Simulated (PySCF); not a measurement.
# CF2I2 (CF2I2): the cost of one run

Programs: PySCF 2.14.0, with routines of our own; each step states its level. All values are computed. Atoms count from 0.

## (1) The system as given

5 atoms, charge 0, multiplicity 1; geometry from: GFN2-xTB.

## (2) Geometry optimisation at PBE0-D3(BJ)/def2-SVP

Job settings and geometry (Å):

```
{"job": {"xc": "PBE0", "basis": "def2-SVP", "d3": "d3bj", "grid": 1, "maxiter": 30, "shake": 0.01, "kind": "geom"}, "charge": 0, "multiplicity": 1}
F     -0.011090    -0.999890    -1.046290
C     -0.011540    -0.168830    -0.001750
F     -0.075080    -0.929730     1.076360
I     -1.718340     1.120560    -0.050130
I      1.849620     0.943910    -0.016090
```

Started as:

```console
$ OMP_NUM_THREADS=2 python heavy_run.py task.json out
```

The driver reads the jobs from task.json and runs them one after another.

**Question.** How long does this first job take on 2 threads of Arm Neoverse V2, shared host, and how much memory does it need?

About 18 s, with a peak of 0.41 GiB.
